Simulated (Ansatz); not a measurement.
**F2H6Si2Sn: small, medium and large basis sets**

One table from this session's results is given with a row withheld; the runs are named, their logs left out.

The runs use Ansatz 0.2.0, Gaussian basis; one geometry, several basis sets.

The runs, in order: PBE0-D4/def2-SVP; ωB97M-V/def2-SVP; PBE0-D4/def2-QZVPP; ωB97M-V/def2-QZVPP; the functionals' def2-TZVPP values are taken from earlier runs.

### Structure used throughout

All runs share one geometry, relaxed beforehand with PBE0-D4 in a triple-zeta def2 set. Sn takes the def2 core potential; no spin-orbit term is included.

SMILES `[F][Sn]([F])([SiH3])[SiH3]`, 11 atoms, charge 0, spin multiplicity 1.

Atoms are counted from 1 here; the program's logs count them from 0.

Bond lengths: F1–Sn2 1.928 Å, Sn2–F3 1.928 Å, Sn2–Si4 2.574 Å, Sn2–Si5 2.574 Å, Si4–H6 1.484 Å, Si4–H7 1.484 Å, Si4–H8 1.482 Å, Si5–H9 1.484 Å, Si5–H10 1.482 Å, Si5–H11 1.484 Å. Angles: F1–Sn2–F3 101.9°, F1–Sn2–Si4 105.1°, F1–Sn2–Si5 105.1°, F3–Sn2–Si4 105.1°, F3–Sn2–Si5 105.1°, Si4–Sn2–Si5 131.1°, Sn2–Si4–H6 108.6°, Sn2–Si4–H7 108.5°, Sn2–Si4–H8 108.1°, H6–Si4–H7 109.9°, H6–Si4–H8 110.8°, H7–Si4–H8 110.8°, Sn2–Si5–H9 108.5°, Sn2–Si5–H10 108.1°, Sn2–Si5–H11 108.6°, H9–Si5–H10 110.8°, H9–Si5–H11 109.9°, H10–Si5–H11 110.8°.

The first run:

File in.yaml:

```yaml
crystal:
  periodic: [false, false, false]
  atoms:
    - {symbol: F, position_ang: [-0.011932, -2.382899, -0.331817]}
    - {symbol: Sn, position_ang: [0.135138, -0.572490, 0.315816]}
    - {symbol: F, position_ang: [0.757855, -0.846142, 2.120290]}
    - {symbol: Si, position_ang: [-2.291057, 0.251938, 0.561666]}
    - {symbol: Si, position_ang: [2.145021, 0.429909, -0.942003]}
    - {symbol: H, position_ang: [-2.897461, 0.345606, -0.789955]}
    - {symbol: H, position_ang: [-2.271632, 1.592098, 1.199626]}
    - {symbol: H, position_ang: [-3.026297, -0.721838, 1.403053]}
    - {symbol: H, position_ang: [2.421289, 1.779814, -0.389885]}
    - {symbol: H, position_ang: [3.307451, -0.468256, -0.745031]}
    - {symbol: H, position_ang: [1.797024, 0.535260, -2.381162]}
basis:
  gaussian: {orbitals: def2-SVP}
hamiltonian: {xc: pbe0, dispersion: d4}
output: {orbitals: {seedname: orbitals}}
```

Launch:

```
ansatz run in.yaml --threads 4 --pin off --events-out ev --progress --plain --max-ram 11315MiB
```

Steps of the session up to this table: PBE0-D4 in def2-SVP; ωB97M-V in def2-SVP; PBE0-D4 in def2-QZVPP; ωB97M-V in def2-QZVPP.

One table of the session follows, with a row left open; its other results are not shown here.

It belongs to the step «Functionals by basis». 

```
functional       basis  HOMO (eV)
   PBE0-D4    def2-SVP          ?
   PBE0-D4  def2-TZVPP      -7.99
   PBE0-D4  def2-QZVPP      -7.99
   ωB97M-V    def2-SVP      -9.83
   ωB97M-V  def2-TZVPP      -9.89
   ωB97M-V  def2-QZVPP      -9.89
```

Q: Estimate the row for PBE0-D4, def2-SVP from the others.

The run gave: HOMO (eV): -7.96. In the column «HOMO (eV)» it is the highest.
